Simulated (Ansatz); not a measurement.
Here is an Ansatz 0.2.0 calculation.

input.yaml

```yaml
crystal:
  lattice:
    - [7.67722, -1.70971, 0.0]
    - [7.67722, 1.70971, 0.0]
    - [-3.99941, 0.0, 12.58754]
  atoms:
    - { symbol: Hf, position: [0.05486, 0.05486, 0.93856] }
    - { symbol: Hf, position: [0.39372, 0.39372, 0.71691] }
    - { symbol: Pd, position: [0.8208, 0.8208, 0.49036] }
    - { symbol: Pd, position: [0.67714, 0.67714, 0.25693] }
    - { symbol: Se, position: [0.07768, 0.07768, 0.15435] }
    - { symbol: Se, position: [0.21009, 0.21009, 0.412] }
    - { symbol: Br, position: [0.41355, 0.41355, 0.9548] }
    - { symbol: Br, position: [0.75396, 0.75396, 0.71349] }
    - { symbol: O, position: [0.40299, 0.40299, 0.57873] }
    - { symbol: O, position: [0.61446, 0.61446, 0.92698] }
    - { symbol: O, position: [0.96906, 0.96906, 0.77831] }
hamiltonian:
  xc: pbe
  pseudopotentials: { kind: paw }
kpoints:
  mp_grid: { grid: [6, 6, 2] }
scf:
  occupations: { method: fermi_dirac, width: 0.05 }
output:
  forces: true
  stress: true
  eigenvalues: true
relax:
  f_tol: 0.01
  max_steps: 40
  cell: { stress_tol: 0.05, p_target: 5.0 }
```

Potentials or basis: Ansatz PAW.

Run with:

```console
$ ansatz run input.yaml --threads 8 --pin off --max-ram 20480MiB --backend cpu --events-out ev --progress --plain --runs-dir out
```

(1) Estimate the band gap on the k mesh.

(2) Predict the space group after relaxing (to 0.05 Å).

(3) Predict the relaxed cell.

(4) What does it give for the relaxed volume?

Answers

(1) 0.57 eV, indirect (least direct gap 0.65 eV).

(2) Cm (No. 8).

(3) a = 6.084 Å, b = 6.084 Å, c = 10.536 Å, α = 92.05°, β = 92.05°, γ = 32.21°.

(4) 18.88 Å³/atom.

Caveat: the volume moved by over 15 % at a fixed basis, so the end points are rough; the plane-wave basis is chosen anew once the cell has moved, so the energies of steps on either side of that aren't comparable; spin-orbit coupling is left out, which moves the levels of the heavy elements.
